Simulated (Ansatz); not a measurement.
Geometry optimisation, DFT PBE, scalar-relativistic, plane waves, PAW in Ansatz.

Input:

```yaml
crystal:
  lattice:
    - [-3.646625, -3.646625, 0.0]
    - [3.646625, -3.646625, 0.0]
    - [0.0, 0.0, 6.273321]
  atoms:
    - { symbol: Rb, position: [0.49999997, 0.49999997, 0.0] }
    - { symbol: Al, position: [0.0, 0.49999997, 0.49999998] }
    - { symbol: F, position: [0.0, 0.49999997, 0.7816317] }
    - { symbol: F, position: [0.0, 0.49999997, 0.21836826] }
    - { symbol: F, position: [0.24999998, 0.74999995, 0.49999998] }
    - { symbol: F, position: [0.24999998, 0.24999998, 0.49999998] }
    - { symbol: Rb, position: [0.0, 0.0, 0.0] }
    - { symbol: Al, position: [0.49999997, 0.0, 0.49999998] }
    - { symbol: F, position: [0.49999997, 0.0, 0.7816317] }
    - { symbol: F, position: [0.49999997, 0.0, 0.21836826] }
    - { symbol: F, position: [0.74999995, 0.24999998, 0.49999998] }
    - { symbol: F, position: [0.74999995, 0.74999995, 0.49999998] }
    - { symbol: Na, position: [0.75476781, 0.75330248, -0.11363746], spin: 1.0 }
magnetization:
  spin_polarized: true
basis:
  ecutwfc: 420.0
kpoints:
  mp_grid: { grid: [2, 2, 2] }
hamiltonian:
  xc: pbe
scf:
  occupations: { method: gaussian, width: 0.05 }
  lower_state_search: "off"
relax:
  f_tol: 0.03
  max_steps: 60
  adjacent_minimum: "off"
```

Run as:

```bash
$ ansatz run input.yaml --threads 1 --pin off --max-ram 3072MiB --backend cpu --events-out ev --progress --plain --runs-dir out
```

Q: Where does it end, and by what steps?

A: The forces met the threshold. Limits of this set-up: coarse k mesh. After 23 steps the energy has fallen by 5.621 eV; Na13 moved furthest, 2.00 Å. The start is strongly strained (largest force component 10 eV/Å). Joined: F5–Na13, F6–Na13, F11–Na13.

| step | energy less start (eV) | largest force component (eV/Å) | accepted |
| --- | --- | --- | --- |
| 0 | 0.0000 | 9.835 | yes |
| 1 | -2.8018 | 3.933 | yes |
| 2 | -3.9889 | 1.409 | yes |
| 3 | -4.5793 | 0.640 | yes |
| 4 | -4.7982 | 0.888 | yes |
| 5 | -4.8931 | 0.405 | yes |
| 6 | -4.9747 | 0.369 | yes |
| 7 | -5.0127 | 0.378 | yes |
| 8 | -5.0594 | 0.418 | yes |
| 9 | -5.0367 | 0.504 | no |
| 10 | -5.1239 | 0.186 | yes |
| 11 | -5.1715 | 0.264 | yes |
| 12 | -5.2461 | 0.334 | yes |
| 13 | -5.3321 | 0.310 | yes |
| 14 | -5.4239 | 0.260 | yes |
| 15 | -5.4928 | 0.213 | yes |
| 16 | -5.5380 | 0.229 | yes |
| 17 | -5.5863 | 0.187 | yes |
| 18 | -5.5805 | 0.370 | no |
| 19 | -5.6143 | 0.111 | yes |
| 20 | -5.6129 | 0.128 | no |
| 21 | -5.6199 | 0.034 | yes |
| 22 | -5.6200 | 0.033 | yes |
| 23 | -5.6207 | 0.022 | yes |

```xyz
13
Lattice="-3.6466 -3.6466 0.0000 3.6466 -3.6466 0.0000 0.0000 0.0000 6.2733" Properties=species:S:1:pos:R:3
Rb 0.000 -3.581 -0.036
Al 1.829 -1.681 3.171
F 1.516 -1.606 4.916
F 2.003 -1.662 1.412
F 1.976 -3.494 3.107
F -0.001 -1.888 2.899
Rb 0.000 0.004 0.918
Al -1.829 -1.681 3.171
F -1.517 -1.606 4.916
F -2.003 -1.662 1.412
F -1.977 -3.494 3.107
F 0.000 -5.091 3.376
Na 0.000 -7.231 -1.717
```

Whether the end is a true minimum wasn't checked by a vibrational analysis.

Run time: 3.9 min on 1 thread of Arm Neoverse V1, on a shared host, peak memory 0.49 GiB.
